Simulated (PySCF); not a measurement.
# I2Tb (Tb(I)2+): the cost of one run

Program: PySCF 2.14.0. Level of theory: PBE0, Tb lcecp-1-SVP with ECP54, I def2-SVP with ECP28; scalar-relativistic core potentials, no spin–orbit coupling. These are calculated values, not measurements.

1 further run of the same task is left out (for a known fault of the program).

**1. Where the work starts**

3 atoms, charge 1, spin multiplicity 1.

Bond lengths: Tb1–I2 2.957 Å, Tb1–I3 2.957 Å. Angles: I2–Tb1–I3 131.8°.

As a file:

```xyz
3
charge 1, multiplicity 1
Tb    0.00000    0.00000    0.00000
I     2.69940    0.00000    1.20810
I    -2.69940    0.00000    1.20810
```

Formal oxidation states: Tb +3. Each metal's 8 4f electrons lie in its core potential, so multiplicities, spins and levels count the valence alone.

**2. SCF at the start, singlet**

The input, run.py (the lines that set the calculation):

```python
mol = gto.M(atom='''
Tb     0.00000     0.00000     0.00000
I      2.69940     0.00000     1.20810
I     -2.69940     0.00000     1.20810''',
    basis={'Tb': 'lcecp-1-SVP', 'I': 'def2-SVP'},
    ecp={'Tb': 'lcecp-1-SVP', 'I': 'def2-SVP'},
    charge=1, spin=0)
mf = dft.RKS(mol, xc='PBE0')
mf.grids.atom_grid = (50, 194)  # f atoms: unpruned, at least (60, 302)
mf = mf.density_fit()  # fitting sets: Tb AutoAux, I def2-universal-JKFIT
mf.conv_tol = 1e-08; mf.max_cycle = 55
mf.kernel(dm0)  # dm0: free metal ions and neutral atoms
```

Run with:

```console
OMP_NUM_THREADS=2 python run.py
```

**Question.** How long does this run take on 2 threads of Arm Neoverse V1, shared host, and how much memory does it need?

About 3 s, with a peak of 0.37 GiB.
